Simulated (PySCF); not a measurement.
# C4H9BF2O: magnetic properties

Wanted: magnetic properties for C4H9BF2O (`C[C@H](F)CCOBF`).

Computed with PySCF 2.14.0 and routines of our own; the level stands in each step. Atoms count from 0.

## 1. The system as given

17 atoms, charge 0, multiplicity 1; geometry from: GFN2-xTB.

## 2. Magnetic properties: GIAO HF/pcSseg-1

Job settings and geometry (Å):

```
{"job": {"kind": "mag", "xc": "HF", "basis": "pcSseg-1", "isotopologues": 2}, "charge": 0, "multiplicity": 1}
C     -2.523252    -0.214815     0.400259
C     -1.089906     0.282093     0.502096
F     -1.104346     1.668805     0.529027
C     -0.225101    -0.164784    -0.674544
C      1.248370     0.179768    -0.464795
O      1.786428    -0.655093     0.550946
B      2.675420    -0.280640     1.449565
F      3.161812     0.962540     1.468542
H     -2.951761     0.072983    -0.556926
H     -3.123370     0.221546     1.194849
H     -2.546697    -1.296360     0.492979
H     -0.633217    -0.027701     1.450812
H     -0.579406     0.329075    -1.580461
H     -0.323786    -1.243597    -0.793737
H      1.359498     1.234264    -0.193881
H      1.810893    -0.010904    -1.385156
H      3.051423    -1.045151     2.249977
```

Level: GIAO HF/pcSseg-1 magnetisability, rotational g tensor and spin-rotation constants, non-relativistic, gas phase.

Launch:

```bash
$ OMP_NUM_THREADS=1 python excited_run.py task.json out
```

The driver reads the jobs from task.json and runs them one after another.

Standard output:

```text
final grid: 138808 points
cycle   1  E = -455.0264189314  dE =  1.401e+00  |g| = 8.266e-01  |ddm| = 3.287e+00
cycle   2  E = -455.1519237249  dE = -1.255e-01  |g| = 4.614e-01  |ddm| = 6.936e-01
cycle   3  E = -455.1851241459  dE = -3.320e-02  |g| = 7.495e-02  |ddm| = 2.620e-01
cycle   4  E = -455.1868038780  dE = -1.680e-03  |g| = 1.627e-02  |ddm| = 8.071e-02
cycle   5  E = -455.1868796395  dE = -7.576e-05  |g| = 4.332e-03  |ddm| = 2.086e-02
cycle   6  E = -455.1868850904  dE = -5.451e-06  |g| = 1.414e-03  |ddm| = 4.968e-03
cycle   7  E = -455.1868857880  dE = -6.975e-07  |g| = 4.404e-04  |ddm| = 2.209e-03
cycle   8  E = -455.1868858584  dE = -7.043e-08  |g| = 1.490e-04  |ddm| = 5.778e-04
cycle   9  E = -455.1868858678  dE = -9.392e-09  |g| = 3.015e-05  |ddm| = 2.152e-04
cycle  10  E = -455.1868858682  dE = -3.747e-10  |g| = 1.087e-05  |ddm| = 4.932e-05
converged SCF energy = -455.1868858682

Magnetisability tensor (1e-30 J/T^2)
    -1230.10       28.86       11.88
       28.86    -1232.49       27.72
       11.88       27.72    -1206.92
isotropic -1223.17   principal values   -1263.35  -1230.12  -1176.04
isotropic susceptibility -73.661 1e-6 cm^3/mol

Inertial axes            a          b          c
rot. const./GHz      3.8677     0.9639     0.8964
chi total           -73.873    -72.717    -74.393
chi diamagnetic    -405.136  -1291.619  -1363.779
chi paramagnetic    331.263   1218.901   1289.387
quadrupole/D A       -1.319     -4.135      5.454
g nuclear            0.5796     0.5466     0.5363
g electronic        -0.6019    -0.5520    -0.5430
g total             -0.0223    -0.0053    -0.0066

Spin-rotation constants (kHz, H = +C I.J)
atom  isotope        aa         bb         cc
  2    19F        1.190      0.365      0.191
  6    11B        0.784      0.226      0.194
  7    19F        4.664      0.695      0.849
  8     1H       -0.225     -0.112     -0.023
  9     1H       -0.312     -0.037     -0.067
 10     1H       -0.427     -0.025     -0.069
 11     1H       -0.157     -0.106      0.004
 12     1H       -0.307     -0.119     -0.000
 13     1H       -0.441      0.006     -0.085
 14     1H       -0.377      0.038     -0.078
 15     1H       -0.322     -0.046     -0.026
 16     1H       -0.247     -0.084      0.004
  0    13C*       0.486      0.133      0.135
  1    13C*       0.991      0.171      0.210
  3    13C*       0.629      0.162      0.142
  4    13C*       0.733      0.209      0.141
  5    17O*      -0.317     -0.138     -0.160
* in the singly substituted isotopologue

Isotopologues: g along a, b, c
2H    at 8,9,10,11,12,1    -0.0193    -0.0050    -0.0060
13C   at 0                 -0.0223    -0.0053    -0.0066
```

Wall time 19 s (1 thread of Arm Neoverse V2, shared host); peak memory 0.8 GiB.

In short:

```csv
quantity,value
magnetisability,-1223·10⁻³⁰ J/T²
molar susceptibility,-73.7·10⁻⁶ cm³/mol
"rotational g (a, b, c)","-0.0223, -0.0053, -0.0066"
```

The fields below are evaluated on a grid from the run's orbitals.

Frontier orbitals at HF/pcSseg-1, with the share of their density that lies nearest to each atom:

```csv
orbital,energy (eV),lies on
HOMO,-12.65,"O5 17 %; C1, C3 about 15 % each; H15 15 %"
LUMO,3.90,"B6 30 %; H16 18 %; H11, H15 about 11 % each"
```

ELF in a plane through or near 8 of the atoms.

Ten even steps from '0' (0.00) to '9' (1.00):
```
0000000000000000000000000000
0000000000000000000000000000
0000000000000000000000000000
0000023200000000000000000000
0000488850000022000011000000
0001589961000699300377400000
0000279841100899701689710000
0000145103410899723688610000
0000021618750278486424200000
0000022177740056287267510000
0000001256854579854899950000
0000000014417823611899970000
0000000016726837840289810000
0000000079994389991013100000
0000000299993089993000000000
0000000189991059981000000000
0000000027740014510000000000
0000000000000000000000000000
0000000000000000000000000000
0000000000000000000000000000
```
The map spans 11.8 Å across and 9.0 Å up, centred on the molecule. Atoms in the plane (x, y in Å): C0 (2.5, 0.5), C3 (0.4, -0.9), C4 (-1.1, -0.9), B6 (-2.8, 0.8), H8 (3.0, -0.4), H11 (0.5, 1.2), H12 (0.8, -1.8), H15 (-1.5, -1.9).

On the surface of density 0.002 e/bohr³ the electrostatic potential runs, from the 1st to the 99th percentile, from -1.24 V near F2 to 1.53 V near B6.

## 3. Magnetic properties: GIAO revPBE/6-311G**

The job, as its differences from that of step 2:

```diff
@@ -1,2 +1,2 @@
-{"job": {"kind": "mag", "xc": "HF", "basis": "pcSseg-1", "isotopologues": 2}, "charge": 0, "multiplicity": 1}
+{"job": {"kind": "mag", "xc": "revPBE", "basis": "6-311G**", "scf": {"damp": 0.1}}, "charge": 0, "multiplicity": 1}
 C     -2.523252    -0.214815     0.400259
```

Method: GIAO revPBE/6-311G** magnetisability, rotational g tensor and spin-rotation constants, non-relativistic, gas phase.

Standard output:

```text
damping 0.10 in the first 6 cycles
final grid: 138808 points
cycle   1  E = -457.5067136060  dE =  7.177e-01  |g| = 9.583e-01  |ddm| = 3.136e+00
cycle   2  E = -457.2912678865  dE =  2.154e-01  |g| = 1.475e+00  |ddm| = 1.606e+00
cycle   3  E = -456.8692431850  dE =  4.220e-01  |g| = 2.260e+00  |ddm| = 2.050e+00
cycle   4  E = -454.6802350584  dE =  2.189e+00  |g| = 3.700e+00  |ddm| = 4.645e+00
cycle   5  E = -451.6821572714  dE =  2.998e+00  |g| = 5.739e+00  |ddm| = 5.916e+00
cycle   6  E = -428.3035566169  dE =  2.338e+01  |g| = 7.400e+00  |ddm| = 2.432e+01
cycle   7  E = -366.4236667252  dE =  6.188e+01  |g| = 1.825e+01  |ddm| = 3.403e+01
cycle   8  E = -442.2879935199  dE = -7.586e+01  |g| = 8.984e+00  |ddm| = 2.411e+01
cycle   9  E = -427.7297903160  dE =  1.456e+01  |g| = 8.275e+00  |ddm| = 1.677e+01
cycle  10  E = -449.7790607844  dE = -2.205e+01  |g| = 5.853e+00  |ddm| = 1.583e+01
cycle  11  E = -452.8347714503  dE = -3.056e+00  |g| = 3.617e+00  |ddm| = 6.750e+00
cycle  12  E = -450.4064263969  dE =  2.428e+00  |g| = 4.178e+00  |ddm| = 6.849e+00
cycle  13  E = -457.5055256241  dE = -7.099e+00  |g| = 9.711e-01  |ddm| = 4.937e+00
cycle  14  E = -457.5300777824  dE = -2.455e-02  |g| = 8.454e-01  |ddm| = 1.022e+00
cycle  15  E = -457.6560712773  dE = -1.260e-01  |g| = 2.372e-01  |ddm| = 5.586e-01
cycle  16  E = -457.6674731275  dE = -1.140e-02  |g| = 8.087e-02  |ddm| = 2.247e-01
cycle  17  E = -457.6685937781  dE = -1.121e-03  |g| = 4.169e-02  |ddm| = 7.909e-02
cycle  18  E = -457.6689110666  dE = -3.173e-04  |g| = 1.935e-02  |ddm| = 3.758e-02
cycle  19  E = -457.6689738848  dE = -6.282e-05  |g| = 5.994e-03  |ddm| = 1.546e-02
cycle  20  E = -457.6689798094  dE = -5.925e-06  |g| = 1.565e-03  |ddm| = 4.336e-03
cycle  21  E = -457.6689802027  dE = -3.932e-07  |g| = 4.055e-04  |ddm| = 1.071e-03
cycle  22  E = -457.6689802386  dE = -3.596e-08  |g| = 1.103e-04  |ddm| = 3.894e-04
cycle  23  E = -457.6689802403  dE = -1.735e-09  |g| = 6.041e-05  |ddm| = 1.217e-04
cycle  24  E = -457.6689802411  dE = -7.084e-10  |g| = 1.858e-05  |ddm| = 4.791e-05
converged SCF energy = -457.6689802411

Magnetisability tensor (1e-30 J/T^2)
    -1185.61       30.47       22.14
       30.47    -1187.95       24.21
       22.14       24.21    -1159.68
isotropic -1177.75   principal values   -1217.38  -1190.68  -1125.18
isotropic susceptibility -70.926 1e-6 cm^3/mol

Inertial axes            a          b          c
rot. const./GHz      3.8677     0.9639     0.8964
chi total           -70.954    -70.228    -71.595
chi diamagnetic    -403.764  -1291.592  -1361.954
chi paramagnetic    332.810   1221.364   1290.359
quadrupole/D A       -1.824     -2.356      4.180
g nuclear            0.5796     0.5466     0.5363
g electronic        -0.6047    -0.5531    -0.5434
g total             -0.0251    -0.0065    -0.0070

Spin-rotation constants (kHz, H = +C I.J)
atom  isotope        aa         bb         cc
  2    19F        2.446      0.572      0.422
  6    11B        0.868      0.236      0.215
  7    19F        6.263      1.018      1.191
  8     1H       -0.226     -0.116     -0.022
  9     1H       -0.320     -0.035     -0.068
 10     1H       -0.435     -0.021     -0.068
 11     1H       -0.138     -0.103      0.010
 12     1H       -0.315     -0.119      0.005
 13     1H       -0.436      0.013     -0.084
 14     1H       -0.365      0.048     -0.079
 15     1H       -0.328     -0.042     -0.022
 16     1H       -0.227     -0.083      0.009
  0    13C*       0.514      0.148      0.148
  1    13C*       1.107      0.192      0.236
  3    13C*       0.689      0.182      0.160
  4    13C*       0.803      0.236      0.156
  5    17O*      -0.486     -0.177     -0.202
* in the singly substituted isotopologue
```

Run time: 60 s. Hardware: 1 thread of Arm Neoverse V2, shared host; peak memory 0.76 GiB.

From this job:

```csv
quantity,value
magnetisability,-1178·10⁻³⁰ J/T²
molar susceptibility,-70.9·10⁻⁶ cm³/mol
"rotational g (a, b, c)","-0.0251, -0.0065, -0.0070"
```

## 4. Magnetic properties: GIAO mPW1PW91/6-31G*

The job, as its differences from that of step 3:

```diff
@@ -1,2 +1,2 @@
-{"job": {"kind": "mag", "xc": "revPBE", "basis": "6-311G**", "scf": {"damp": 0.1}}, "charge": 0, "multiplicity": 1}
+{"job": {"kind": "mag", "xc": "mPW1PW91", "basis": "6-31G*", "scf": {"aux": "sto-3g", "max_cycle": 93}}, "charge": 0, "multiplicity": 1}
 C     -2.523252    -0.214815     0.400259
```

Level: GIAO mPW1PW91/6-31G* magnetisability, rotational g tensor and spin-rotation constants, non-relativistic, gas phase.

Standard output:

```text
final grid: 138808 points
cycle   1  E = -462.6576791335  dE =  4.683e-01  |g| = 6.137e-01  |ddm| = 3.587e+00
cycle   2  E = -462.6898638125  dE = -3.218e-02  |g| = 5.929e-01  |ddm| = 8.428e-01
cycle   3  E = -462.7570140799  dE = -6.715e-02  |g| = 8.404e-02  |ddm| = 4.917e-01
cycle   4  E = -462.7586458873  dE = -1.632e-03  |g| = 3.043e-02  |ddm| = 8.142e-02
cycle   5  E = -462.7588489403  dE = -2.031e-04  |g| = 6.397e-03  |ddm| = 3.123e-02
cycle   6  E = -462.7588580173  dE = -9.077e-06  |g| = 1.369e-03  |ddm| = 5.918e-03
cycle   7  E = -462.7588583582  dE = -3.409e-07  |g| = 5.668e-04  |ddm| = 1.459e-03
cycle   8  E = -462.7588584216  dE = -6.334e-08  |g| = 9.884e-05  |ddm| = 4.487e-04
cycle   9  E = -462.7588584235  dE = -1.928e-09  |g| = 3.637e-05  |ddm| = 1.056e-04
cycle  10  E = -462.7588584237  dE = -2.608e-10  |g| = 1.391e-05  |ddm| = 3.702e-05
converged SCF energy = -462.7588584237

Magnetisability tensor (1e-30 J/T^2)
    -1088.05       21.71       22.02
       21.71    -1115.22       12.53
       22.02       12.53    -1081.49
isotropic -1094.92   principal values   -1127.25  -1104.23  -1053.28
isotropic susceptibility -65.938 1e-6 cm^3/mol

Inertial axes            a          b          c
rot. const./GHz      3.8677     0.9639     0.8964
chi total           -65.088    -66.293    -66.433
chi diamagnetic    -401.787  -1290.056  -1360.065
chi paramagnetic    336.699   1223.764   1293.632
quadrupole/D A       -2.123     -1.906      4.028
g nuclear            0.5796     0.5466     0.5363
g electronic        -0.6118    -0.5542    -0.5448
g total             -0.0322    -0.0075    -0.0084

Spin-rotation constants (kHz, H = +C I.J)
atom  isotope        aa         bb         cc
  2    19F        2.070      0.391      0.407
  6    11B        0.661      0.172      0.164
  7    19F        5.202      0.852      1.082
  8     1H       -0.244     -0.126     -0.024
  9     1H       -0.353     -0.040     -0.074
 10     1H       -0.482     -0.023     -0.073
 11     1H       -0.191     -0.120     -0.006
 12     1H       -0.338     -0.135     -0.003
 13     1H       -0.491      0.006     -0.100
 14     1H       -0.414      0.036     -0.094
 15     1H       -0.361     -0.054     -0.032
 16     1H       -0.223     -0.081      0.005
  0    13C*       0.562      0.139      0.135
  1    13C*       0.833      0.154      0.174
  3    13C*       0.603      0.145      0.131
  4    13C*       0.669      0.183      0.137
  5    17O*      -0.405     -0.123     -0.159
* in the singly substituted isotopologue
```

Wall time 12 s (1 thread of Arm Neoverse V2, shared host); peak memory 0.46 GiB.

A normal end doesn't make this result sound: the fitting basis sto-3g is not made for Coulomb and exchange fitting here.

## 5. Magnetic properties side by side

```csv
level,ξ (10⁻³⁰ J/T²),g(a),g(b),gap (eV),functions,time
GIAO HF/pcSseg-1,-1223,-0.0223,-0.0053,16.55,181,19 s
GIAO revPBE/6-311G**,-1178,-0.0251,-0.0065,7.05,198,60 s
```

## 6. Summary of results

| quantity | value |
| --- | --- |
| magnetisability (step 2, GIAO HF/pcSseg-1) | -1223·10⁻³⁰ J/T² |
| molar susceptibility (step 2, GIAO HF/pcSseg-1) | -73.7·10⁻⁶ cm³/mol |
| rotational g (a, b, c) (step 2, GIAO HF/pcSseg-1) | -0.0223, -0.0053, -0.0066 |
| surface potential, 1st and 99th percentile | -1.24 V and 1.53 V |
| magnetisability over the levels | -1223 to -1178·10⁻³⁰ J/T² |
| runs | 0 failed, 1 ended on unsound input |

What this shows: The magnetisability spreads by 3.8 % over 2 levels, from GIAO HF/pcSseg-1 (19 s) to GIAO revPBE/6-311G** (60 s); the runs took 19 s to 60 s. Two levels can agree by chance, so this spread shows no convergence. Vibrational averaging and real surroundings are missing from these values.
